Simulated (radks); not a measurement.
# Ru⁺ in [Kr] 4d7: an all-electron calculation

What are the levels of the ruthenium ion Ru+, how large are its shells, and how does its energy divide?

Program: radks (a radial shooting solver on a logarithmic mesh, Libxc functionals) version 1. Level of theory: Dirac Kohn-Sham, PBE, spin-unpolarised, spherical densities, point nucleus; open shells are shared between the two j in proportion to 2j + 1. These are calculated values, not measurements, unless marked.

**1. The atom as given**

* element: ruthenium (Z = 44)
* charge: +1
* electrons: 43
* configuration: [Kr] 4d7

Outer shells as boxes (Hund's rule):

Ru⁺
```
[Kr] core
4d [↑↓][↑↓][↑ ][↑ ][↑ ]
```

**2. The calculation**

Settings of this run:

```text
Z 44
configuration [Kr] 4d7
relativity Dirac
functional pbe,pbe
spin unpolarised
j_filling average
nucleus point
c 137.035999084
```

The run is started by

```console
python run_ks.py task.json out
```

This one command runs every case of the session in turn.

What does the calculation give?

As calculated:

```
                        quantity                   value
                    total energy     -4531.27193 hartree
exchange-correlation share of it                  2.95 %
                            −T/E                  1.0406
          highest occupied level       4d5/2, -12.411 eV
    most extended occupied level  4d5/2, <r> = 1.65 bohr
 radius at density 0.001 e/bohr³               3.83 bohr
    maxima of the radial density                       4
         ionisation energy, NIST     16.8 (semi-emp.) eV
```

What this shows: The radial density shows 4 maxima for 4 occupied principal shells. −T/E is 1.041: with relativity the kinetic term as defined here no longer equals −E. The top level binds by 12.411 eV, 74 % of the NIST ionisation energy of 16.8 eV; the potential of a semilocal functional falls off too fast, so its top eigenvalue is too shallow. Spin polarisation and multiplet splitting are left out. Sharing an open shell by 2j + 1 raises it above the true ground level by a part of the spin-orbit splitting, which enters the differences from NIST.
